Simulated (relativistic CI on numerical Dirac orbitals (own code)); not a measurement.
# V⁴⁺: resonant inelastic X-ray scattering at the M2,3 edge

Which low excitations of V⁴⁺ show in RIXS, and at which incident energy? 6 crystal fields.

Method: Dirac-Coulomb-Breit CI, KLI orbitals optimised for each configuration, model QED (radiative potential, 1s self-energy scaled to tabulated hydrogen-like ionisation energies), Kramers-Heisenberg scattering through one core-hole configuration in a parametric crystal field. Code: relativistic CI on numerical Dirac orbitals (own code) version 3.

### 1 The atom as given

| Property | Result |
| --- | --- |
| ion | V⁴⁺ (V V) |
| nuclear charge | 23 |
| electrons | 19 |
| configurations | [Ar] 3d → [Ne] 3s2 3p5 3d2 |
| temperature | 80 K |
| core-hole width | 1.2 eV |
| field 1 (cm⁻¹) | D3d, 10Dq = 13650, Dsigma = -820, Dtau = -180 |
| field 2 (cm⁻¹) | Oh, 10Dq = 21000 |
| field 3 (cm⁻¹) | D3d, 10Dq = 14500, Dsigma = -560, Dtau = -300 |
| field 4 (cm⁻¹) | D3d, 10Dq = 24450, Dsigma = 350, Dtau = 160 |
| field 5 (cm⁻¹) | D4h, 10Dq = 21550, Ds = 2170, Dt = -570 |
| field 6 (cm⁻¹) | Td, 10Dq = -13800 |

### 2 Field 1: D3d, 10Dq = 13650, Dsigma = -820, Dtau = -180

The run's settings:

```ini
atom V  Z=23  charge=4  electrons=19
nucleus A=51  rms_radius_fm=3.6002
hamiltonian dirac-coulomb  breit=on  qed=on  c_scale=1
orbitals kli  potential=per-configuration
slater_scale 1
correlation none
mixing on
configurations
  [Ar] 3d
  [Ne] 3s2 3p5 3d2
end
rixs M2,3 T=80 core_hole_width=1.2
crystal_field D3d 10Dq=13650 Dsigma=-820 Dtau=-180
```

On the command line:

```
python run_levels.py task.json out
```

task.json lists these runs, among others, and the program works through them in turn.

### 3 Field 2: Oh, 10Dq = 21000

Settings: those of step 2 with these lines changed.

```diff
@@ -12,2 +12,2 @@
 rixs M2,3 T=80 core_hole_width=1.2
-crystal_field D3d 10Dq=13650 Dsigma=-820 Dtau=-180
+crystal_field Oh 10Dq=21000
```

### 4 Field 3: D3d, 10Dq = 14500, Dsigma = -560, Dtau = -300

Settings: those of step 3 with these lines changed.

```diff
@@ -12,2 +12,2 @@
 rixs M2,3 T=80 core_hole_width=1.2
-crystal_field Oh 10Dq=21000
+crystal_field D3d 10Dq=14500 Dsigma=-560 Dtau=-300
```

### 5 Field 4: D3d, 10Dq = 24450, Dsigma = 350, Dtau = 160

Settings: those of step 4 with these lines changed.

```diff
@@ -12,2 +12,2 @@
 rixs M2,3 T=80 core_hole_width=1.2
-crystal_field D3d 10Dq=14500 Dsigma=-560 Dtau=-300
+crystal_field D3d 10Dq=24450 Dsigma=350 Dtau=160
```

### 6 Field 5: D4h, 10Dq = 21550, Ds = 2170, Dt = -570

Settings: those of step 5 with these lines changed.

```diff
@@ -12,2 +12,2 @@
 rixs M2,3 T=80 core_hole_width=1.2
-crystal_field D3d 10Dq=24450 Dsigma=350 Dtau=160
+crystal_field D4h 10Dq=21550 Ds=2170 Dt=-570
```

### 7 Field 6: Td, 10Dq = -13800

Settings: those of step 6 with these lines changed.

```diff
@@ -12,2 +12,2 @@
 rixs M2,3 T=80 core_hole_width=1.2
-crystal_field D4h 10Dq=21550 Ds=2170 Dt=-570
+crystal_field Td 10Dq=-13800
```

(Steps that only read results are left out.)

**Question.** What will these runs give? Wanted: incident energies, field 1; share of spin-changing ones, field 1.

**Answer**, as computed:

| field | S, thermal mean | first incident energy (eV) | lowest loss over 0.08 eV (eV) | strongest such loss there (eV) | its level |
| --- | --- | --- | --- | --- | --- |
| 1: D3d | 0.50 | 53.1 | 0.476 | 1.787 | G56, S = 0.5 |
| 2: Oh | 0.50 | 53.5 | 2.619 | 2.619 | G8, S = 0.5 |
| 3: D3d | 0.50 | 53.2 | 0.472 | 1.822 | G56, S = 0.5 |
| 4: D3d | 0.50 | 53.9 | 0.249 | 0.280 | G4, S = 0.5 |
| 5: D4h | 0.50 | 53.9 | 1.176 | 3.125 | G6, S = 0.5 |
| 6: Td | 0.50 | 53.5 | 1.698 | 1.698 | G8, S = 0.5 |

| quantity | value |
| --- | --- |
| incident energies, field 1 | 53.1, 58.8 eV |
| strongest loss over 0.08 eV, field 1 | 1.79 eV |
| share of spin-changing ones, field 1 | 0 % |

**Reading.** In field 1 the strongest loss over 0.08 eV at the first resonance is 1.79 eV (G56, S = 0.5). Only the lowest levels kept in the record count, and labels are spin-orbit irreps. Polarisations are summed, and charge-transfer losses are outside the model.
